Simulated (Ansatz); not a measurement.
Runs of Ansatz 0.2.0 on YbB2. The structure is hexagonal, space group P6/mmm (No. 191). Conventional cell: a = 3.250 Å, b = 3.250 Å, c = 3.732 Å, α = 90.00°, β = 90.00°, γ = 120.00°. Yb (site symmetry 6/mmm) is surrounded by 12 B at 2.65 Å. Around B (site symmetry -6m2) lie 3 B at 1.88 Å. 

| spin | fixed moment (μB) | pressure (GPa) | moment (μB) |
| --- | --- | --- | --- |
| collinear, ferromagnetic start | 0.8 | 1.8 | 0.80 |
| collinear, ferromagnetic start | 1.5 | 0.7 | 1.50 |
| collinear, program default start | 0.0 | 2.3 | 0.00 |
| collinear, ferromagnetic start | 2.0 | (a) | 2.00 |
| collinear, ferromagnetic start | 0.2 | 2.3 | 0.20 |

Alike in all rows: task single point; level PBE; potentials or basis Ansatz PAW; cell as given; k mesh 8 × 8 × 6; cutoff (eV) 420; smearing fermi-dirac 0.05 eV.

Q: Fill in the values left out.

A: (a) 0.6.

Caveats: the total moment is fixed, so each spin has its own Fermi level; the thresholds are loose for stress.
